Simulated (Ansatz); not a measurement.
# ZrBr5: the cost of one run

Program: Ansatz 0.2.0. Level of theory: DFT PBE, scalar-relativistic, plane waves, PAW. These are calculated values, not measurements.

**1. The system as given**

It takes space group P-3m1 (No. 164, trigonal). The conventional cell has a = 6.077 Å, b = 6.077 Å, c = 6.598 Å, α = 90.00°, β = 90.00°, γ = 120.00°. Zr (site symmetry -3m) has 6 Br at 3.74 Å as nearest neighbours. Br (site symmetry 2/m) is surrounded by 6 Br at 2.66 to 3.04 Å. Br (site symmetry 3m) has 3 Br at 2.66 Å and 3 Zr at 3.74 Å as nearest neighbours.

As a file:

```cif
data_structure
_symmetry_space_group_name_H-M 'P-3m1'
_symmetry_Int_Tables_number 164
_cell_length_a 6.0765
_cell_length_b 6.0765
_cell_length_c 6.5981
_cell_angle_alpha 90.000
_cell_angle_beta 90.000
_cell_angle_gamma 120.000
_cell_volume 210.99
loop_
_atom_site_label
_atom_site_type_symbol
_atom_site_symmetry_multiplicity
_atom_site_Wyckoff_symbol
_atom_site_fract_x
_atom_site_fract_y
_atom_site_fract_z
_atom_site_occupancy
Zr1 Zr 1 b 0.00000 0.00000 0.50000 1
Br1 Br 3 e 0.50000 0.00000 0.00000 1
Br2 Br 2 d 0.33333 0.66667 0.30208 1
```

Recipe of the guess: random cell by space group and Wyckoff sites (P-3m1, No. 164). Lengths come from tabulated atomic sizes and are only a guess.

**2. The guess as it stands, on a coarse mesh**

input.yaml

```yaml
crystal:
  lattice:
    - [6.07651594, 0.0, 0.0]
    - [-3.03825797, 5.26241717, 0.0]
    - [0.0, 0.0, 6.59808861]
  atoms:
    - { symbol: Zr, position: [0.0, 0.0, 0.5] }
    - { symbol: Br, position: [0.5, 0.0, 0.0] }
    - { symbol: Br, position: [0.0, 0.5, 0.0] }
    - { symbol: Br, position: [0.5, 0.5, 0.0] }
    - { symbol: Br, position: [0.33333333, 0.66666667, 0.30208298] }
    - { symbol: Br, position: [0.66666667, 0.33333333, 0.69791702] }
basis:
  ecutwfc: 420
kpoints:
  mp_grid: { grid: [3, 3, 4] }
hamiltonian:
  xc: pbe
scf:
  occupations: { method: gaussian, width: 0.1 }
  lower_state_search: "off"
output:
  forces: true
  stress: true
  eigenvalues: true
```

Command:

```sh
$ ansatz run input.yaml --threads 1 --pin off --max-ram 2560MiB --backend cpu --events-out ev --progress --plain --runs-dir out
```

Q: Estimate wall time and peak memory on 1 thread of Intel Xeon Platinum 8488C (Sapphire Rapids), shared host.

About 3.4 s, with a peak of 0.49 GiB.
